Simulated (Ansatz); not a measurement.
# CsZnH3: the cost of one run

Method: DFT PBE, scalar-relativistic, plane waves, PAW, in Ansatz 0.2.0.

2 further runs of the same task are left out: 1 that didn't finish, 1 set aside as unsound or not needed.

## Step 1: Starting point

It takes space group R-3c (No. 167, trigonal). The conventional cell has a = 6.509 Å, b = 6.509 Å, c = 15.945 Å, α = 90.00°, β = 90.00°, γ = 120.00°. Cs (site symmetry 32) is surrounded by 9 H at 2.86 to 3.28 Å. Zn (site symmetry -3) has 6 H at 2.33 Å in its first shell of neighbours. H (site symmetry 2) is surrounded by 2 Zn at 2.33 Å and 3 Cs at 2.86 to 3.28 Å.

Structure file:

```
Cs Zn H
1.0
     3.25472    1.87911    5.31494
    -3.25472    1.87911    5.31494
     0.00000   -3.75823    5.31494
Cs Zn H
2 2 6
Cartesian
  0.0000 0.0000 11.9586
  0.0000 0.0000 3.9862
  0.0000 0.0000 7.9724
  0.0000 0.0000 0.0000
  1.8241 -0.5989 9.3011
  -0.3934 1.8791 9.3011
  -1.4307 -1.2802 9.3011
  -1.8241 0.5989 6.6437
  0.3934 -1.8791 6.6437
  1.4307 1.2802 6.6437
```

A structure generator made this guess: perovskite family, tilts a-a-a- (R-3c, No. 167). Its size is a rough estimate.

## Step 2: The guess as it stands, on a coarse mesh

Input file input.yaml:

```yaml
crystal:
  lattice:
    - [3.25472254, 1.87911493, 5.31493965]
    - [-3.25472254, 1.87911493, 5.31493965]
    - [0.0, -3.75822987, 5.31493965]
  atoms:
    - { symbol: Cs, position: [0.75, 0.75, 0.75] }
    - { symbol: Cs, position: [0.25, 0.25, 0.25] }
    - { symbol: Zn, position: [0.5, 0.5, 0.5] }
    - { symbol: Zn, position: [0.0, 0.0, 0.0] }
    - { symbol: H, position: [0.81043291, 0.25, 0.68956709] }
    - { symbol: H, position: [0.68956709, 0.81043291, 0.25] }
    - { symbol: H, position: [0.25, 0.68956709, 0.81043291] }
    - { symbol: H, position: [0.18956709, 0.75, 0.31043291] }
    - { symbol: H, position: [0.31043291, 0.18956709, 0.75] }
    - { symbol: H, position: [0.75, 0.31043291, 0.18956709] }
basis:
  ecutwfc: 420
kpoints:
  mp_grid: { grid: [4, 4, 4] }
hamiltonian:
  xc: pbe
scf:
  occupations: { method: gaussian, width: 0.1 }
  lower_state_search: "off"
output:
  forces: true
  stress: true
  eigenvalues: true
```

The run is started by

```bash
$ ansatz run input.yaml --threads 1 --pin off --max-ram 2560MiB --backend cpu --events-out ev --progress --plain --runs-dir out
```

What time and memory should one allow on 1 thread of Arm Neoverse N1, shared host?

About 10 s, with a peak of 0.44 GiB.
